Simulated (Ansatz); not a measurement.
# Sb2Br3: the cost of one run

Method: DFT PBE, scalar-relativistic, plane waves, PAW, in Ansatz 0.2.0.

1 further run of the same task is left out (it didn't finish).

**1. Starting point**

The structure is trigonal, space group R-3m (No. 166). Conventional cell: a = 4.181 Å, b = 4.181 Å, c = 29.074 Å, α = 90.00°, β = 90.00°, γ = 120.00°. Sb (site symmetry 3m) has 6 Br at 2.93 to 3.10 Å as nearest neighbours. Around Br (site symmetry -3m) lie 6 Sb at 3.10 Å. Around Br (site symmetry 3m) lie 3 Sb at 2.93 Å.

Coordinates:

```
CELL_PARAMETERS angstrom
2.09071 1.20707 9.69149
-2.09071 1.20707 9.69149
0.00000 -2.41414 9.69149
ATOMIC_POSITIONS crystal
Sb 0.40000 0.40000 0.40000
Sb 0.60000 0.60000 0.60000
Br 0.00000 0.00000 0.00000
Br 0.20950 0.20950 0.20950
Br 0.79050 0.79050 0.79050
```

(A quick probe on a coarse mesh, which set the mesh and smearing, is not shown.)

**3. Coarse relaxation**

Input file input.yaml:

```yaml
crystal:
  lattice:
    - [2.0907072627, 1.2070704009, 9.6914886857]
    - [-2.0907072627, 1.2070704009, 9.6914886857]
    - [0.0, -2.4141408018, 9.6914886857]
  atoms:
    - { symbol: Sb, position: [0.4, 0.4, 0.4] }
    - { symbol: Sb, position: [0.6, 0.6, 0.6] }
    - { symbol: Br, position: [0.0, 0.0, 0.0] }
    - { symbol: Br, position: [0.2095, 0.2095, 0.2095] }
    - { symbol: Br, position: [0.7905, 0.7905, 0.7905] }
basis:
  ecutwfc: 420
kpoints:
  mp_grid: { grid: [6, 6, 6] }
hamiltonian:
  xc: pbe
scf:
  occupations: { method: gaussian, width: 0.1 }
  lower_state_search: "off"
output:
  forces: true
  stress: true
  eigenvalues: true
relax:
  adjacent_minimum: "off"
  f_tol: 0.04
  max_steps: 70
  cell: { stress_tol: 0.4 }
```

The run is started by

```sh
ansatz run input.yaml --threads 1 --pin off --max-ram 2560MiB --backend cpu --events-out ev --progress --plain --runs-dir out
```

**Question.** How long does this run take on 1 thread of Intel Xeon 6975P-C (Granite Rapids), shared host, and how much memory does it need?

About 45 s, with a peak of 0.52 GiB.
